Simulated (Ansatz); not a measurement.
# C2H6AlFSi: a ladder of functionals and wavefunction methods

An exercise on one series of results from a longer session: the logs are not shown, and one member is left open.

Method: functionals in def2-TZVPP, the program's frozen cores in correlated methods; program: Ansatz 0.2.0, Gaussian basis.

Levels to be run: PBE-D4, r2SCAN-D4, PBE0-D4, B3LYP-D4, ωB97X-V, ωB97M-V, B2PLYP; CCSD(T)/def2-TZVPP; MP2/def2-QZVPP; extrapolation to the limit.

## Structure used throughout

The geometry comes from an earlier relaxation with PBE0-D4 in a triple-zeta def2 set; it is a stationary point, not always the lowest conformer.

11 atoms, charge 0, spin multiplicity 1.

Atoms are counted from 1 here; the program's logs count them from 0.

Bond lengths: F1–Al2 1.645 Å, Al2–C3 1.906 Å, Al2–C4 1.947 Å, Al2–Si5 2.541 Å, Al2–H10 1.853 Å, C3–C4 1.569 Å, C3–H6 1.089 Å, C3–H7 1.090 Å, C4–Si5 1.805 Å, C4–H8 1.085 Å, Si5–H9 1.492 Å, Si5–H10 1.609 Å, Si5–H11 1.482 Å. Angles: F1–Al2–C3 150.1°, F1–Al2–C4 148.1°, F1–Al2–Si5 132.6°, F1–Al2–H10 106.4°, C3–Al2–C4 48.1°, C3–Al2–Si5 77.2°, C3–Al2–H10 99.8°, C4–Al2–Si5 45.1°, C4–Al2–H10 83.5°, Si5–Al2–H10 39.2°, Al2–C3–C4 67.4°, Al2–C3–H6 128.9°, Al2–C3–H7 113.6°, C4–C3–H6 118.3°, C4–C3–H7 111.5°, H6–C3–H7 110.1°, Al2–C4–C3 64.6°, Al2–C4–Si5 85.1° and more.

Set-up of the first run:

Contents of in.yaml:

```yaml
crystal:
  periodic: [false, false, false]
  atoms:
    - {symbol: F, position_ang: [-1.800860, -2.257100, 0.673083]}
    - {symbol: Al, position_ang: [-0.748948, -0.995838, 0.585864]}
    - {symbol: C, position_ang: [0.679618, 0.019437, 1.334482]}
    - {symbol: C, position_ang: [0.861929, -0.237703, -0.202924]}
    - {symbol: Si, position_ang: [-0.274859, 0.725636, -1.221370]}
    - {symbol: H, position_ang: [0.674888, 1.049249, 1.688183]}
    - {symbol: H, position_ang: [1.376522, -0.576357, 1.924594]}
    - {symbol: H, position_ang: [1.821610, -0.561033, -0.591601]}
    - {symbol: H, position_ang: [-0.437386, 2.207899, -1.168612]}
    - {symbol: H, position_ang: [-1.596938, 0.326972, -0.395581]}
    - {symbol: H, position_ang: [-0.490277, 0.241739, -2.605319]}
basis:
  gaussian: {orbitals: def2-TZVPP}
hamiltonian: {xc: pbe, dispersion: d4}
output: {forces: true, orbitals: {seedname: orbitals}}
```

Started as:

```
ansatz run in.yaml --threads 4 --pin off --events-out ev --progress --plain --max-ram 10444MiB
```

Among the steps run: PBE-D4 (GGA); r2SCAN-D4 (meta-GGA); PBE0-D4 (hybrid); B3LYP-D4 (hybrid); ωB97X-V (range-separated); ωB97M-V (range-separated); B2PLYP (double hybrid); CCSD(T) in def2-TZVPP; MP2 in def2-QZVPP.

One table of the session follows, with a row left open; its other results are not shown here.

| method | atomisation energy (eV) |
| --- | --- |
| PBE-D4 | 40.900 |
| r2SCAN-D4 | 40.675 |
| PBE0-D4 | 40.375 |
| B3LYP-D4 | 40.180 |
| ωB97X-V | 40.562 |
| ωB97M-V | 40.521 |
| B2PLYP | 39.880 |
| HF/def2-TZVPP | ? |
| MP2/def2-TZVPP | 40.152 |
| CCSD/def2-TZVPP | 38.848 |
| CCSD(T)/def2-TZVPP | 39.442 |
| MP2/CBS | 41.213 |
| CCSD(T)/CBS | 40.503 |

Q: Estimate the row for HF/def2-TZVPP from the others.

As computed: atomisation energy (eV): 29.865. In the column «atomisation energy (eV)» it is the lowest.

Limits of these values: Free atoms (1 F, 1 Al, 2 C, 1 Si, 6 H) were run apart at each level; the atomisation energy is their sum less the molecule, without zero-point or spin-orbit terms.
